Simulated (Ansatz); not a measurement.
# C₇H₁₉HfNO₂: a ladder of functionals and wavefunction methods

One table from this session's results is given with a row withheld; the runs are named, their logs left out.

Program: Ansatz 0.2.0, Gaussian basis. Level of theory: functionals in def2-TZVPP, the program's frozen cores in correlated methods. These are calculated values, not measurements.

The runs, in order: LDA (SPW92), PBE-D4, revPBE-D4, BLYP-D4, r2SCAN-D4, B97M-V, PBE0-D4, B3LYP-D4, r2SCANh-D4, r2SCAN0-D4, HSE06-D4, BHLYP-D4, CAM-B3LYP-D4, LC-ωPBE, ωB97X-V, ωB97M-V, B2PLYP, PBE-QIDH; CCSD(T)/def2-SVP; CCSD(T)/def2-TZVPP; MP2/def2-QZVPP; extrapolation to the limit; RPA on PBE.

## Structure used throughout

All runs share one geometry, relaxed beforehand with PBE0-D4 in a triple-zeta def2 set. Hf takes the def2 core potential; no spin-orbit term is included.

SMILES `C[N](C)[Hf]([OH])([OH])[CH2]C(C)(C)C`, 30 atoms, charge 0, spin multiplicity 1.

Atoms are counted from 1 here; the program's logs count them from 0.

Bond lengths: C1–N2 1.443 Å, C1–H12 1.094 Å, C1–H13 1.100 Å, C1–H14 1.100 Å, N2–C3 1.442 Å, N2–Hf4 2.034 Å, C3–H15 1.093 Å, C3–H16 1.100 Å, C3–H17 1.101 Å, Hf4–O5 1.931 Å, Hf4–O6 1.933 Å, Hf4–C7 2.251 Å, O5–H18 0.951 Å, O6–H19 0.951 Å, C7–C8 1.535 Å, C7–H20 1.104 Å, C7–H21 1.101 Å, C8–C9 1.527 Å and more. Angles: N2–C1–H12 111.0°, N2–C1–H13 111.7°, N2–C1–H14 111.6°, H12–C1–H13 107.5°, H12–C1–H14 107.5°, H13–C1–H14 107.4°, C1–N2–C3 112.3°, C1–N2–Hf4 122.1°, C3–N2–Hf4 125.7°, N2–C3–H15 110.9°, N2–C3–H16 111.6°, N2–C3–H17 111.7°, H15–C3–H16 107.6°, H15–C3–H17 107.7°, H16–C3–H17 107.2°, N2–Hf4–O5 109.2°, N2–Hf4–O6 109.9°, N2–Hf4–C7 106.5° and more.

Set-up of the first run:

The input, in.yaml:

```yaml
crystal:
  periodic: [false, false, false]
  atoms:
    - {symbol: C, position_ang: [0.649822, 0.446736, 2.917281]}
    - {symbol: N, position_ang: [-0.100919, 1.068943, 1.853465]}
    - {symbol: C, position_ang: [0.396973, 2.382645, 1.529876]}
    - {symbol: Hf, position_ang: [-1.659990, 0.132942, 0.941733]}
    - {symbol: O, position_ang: [-2.707333, 1.436301, -0.023903]}
    - {symbol: O, position_ang: [-2.509896, -1.084895, 2.178660]}
    - {symbol: C, position_ang: [-0.767795, -1.240195, -0.602902]}
    - {symbol: C, position_ang: [0.418686, -0.833378, -1.487904]}
    - {symbol: C, position_ang: [0.165062, 0.536905, -2.112861]}
    - {symbol: C, position_ang: [1.694872, -0.773829, -0.652327]}
    - {symbol: C, position_ang: [0.613914, -1.855467, -2.609261]}
    - {symbol: H, position_ang: [0.243652, -0.540161, 3.158507]}
    - {symbol: H, position_ang: [0.625304, 1.048660, 3.837763]}
    - {symbol: H, position_ang: [1.706446, 0.310500, 2.642341]}
    - {symbol: H, position_ang: [-0.209393, 2.847611, 0.748183]}
    - {symbol: H, position_ang: [0.380120, 3.049158, 2.405021]}
    - {symbol: H, position_ang: [1.436227, 2.345642, 1.169170]}
    - {symbol: H, position_ang: [-3.421954, 1.907782, -0.437633]}
    - {symbol: H, position_ang: [-3.140055, -1.553722, 2.714354]}
    - {symbol: H, position_ang: [-1.627902, -1.479938, -1.252911]}
    - {symbol: H, position_ang: [-0.531596, -2.187256, -0.094031]}
    - {symbol: H, position_ang: [0.973811, 0.815890, -2.795435]}
    - {symbol: H, position_ang: [0.098163, 1.317590, -1.348113]}
    - {symbol: H, position_ang: [-0.771475, 0.544520, -2.677567]}
    - {symbol: H, position_ang: [1.909964, -1.747532, -0.202185]}
    - {symbol: H, position_ang: [2.554445, -0.492476, -1.268311]}
    - {symbol: H, position_ang: [1.597177, -0.044328, 0.155200]}
    - {symbol: H, position_ang: [0.788739, -2.853167, -2.197007]}
    - {symbol: H, position_ang: [-0.273886, -1.908549, -3.245993]}
    - {symbol: H, position_ang: [1.468809, -1.596909, -3.243233]}
basis:
  gaussian: {orbitals: def2-TZVPP}
hamiltonian: {xc: lda}
output: {orbitals: {seedname: orbitals}}
```

Steps of the session up to this table: LDA; PBE-D4 (GGA); revPBE-D4 (GGA); BLYP-D4 (GGA); r2SCAN-D4 (meta-GGA); B97M-V (meta-GGA); PBE0-D4 (hybrid); B3LYP-D4 (hybrid); r2SCANh-D4 (hybrid); r2SCAN0-D4 (hybrid); HSE06-D4 (hybrid); BHLYP-D4 (hybrid); CAM-B3LYP-D4 (range-separated); LC-ωPBE (range-separated); ωB97X-V (range-separated); ωB97M-V (range-separated); B2PLYP (double hybrid); PBE-QIDH (double hybrid).

One table of the session follows, with a row left open; its other results are not shown here.

It belongs to the step «Orbital energies across the functionals». 

| functional | HOMO (eV) | gap (eV) |
| --- | --- | --- |
| LDA (SPW92) | -5.11 | 4.32 |
| PBE-D4 | -4.96 | 4.34 |
| revPBE-D4 | -4.90 | 4.35 |
| BLYP-D4 | -4.84 | 4.23 |
| r2SCAN-D4 | -5.17 | 5.05 |
| B97M-V | ? | ? |
| PBE0-D4 | -6.20 | 6.27 |
| B3LYP-D4 | -5.99 | 5.78 |
| r2SCANh-D4 | -5.64 | 5.74 |
| r2SCAN0-D4 | -6.35 | 6.75 |
| HSE06-D4 | -5.80 | 5.53 |
| BHLYP-D4 | -7.37 | 7.94 |
| CAM-B3LYP-D4 | -7.55 | 8.25 |
| LC-ωPBE | -8.86 | 10.64 |
| ωB97X-V | -8.55 | 10.15 |
| ωB97M-V | -8.49 | 9.56 |

Estimate the missing values for B97M-V.

The run gave: HOMO (eV): -5.29; gap (eV): 4.68. In the column «HOMO (eV)» it lies between r2SCANh-D4 (-5.64) and r2SCAN-D4 (-5.17).
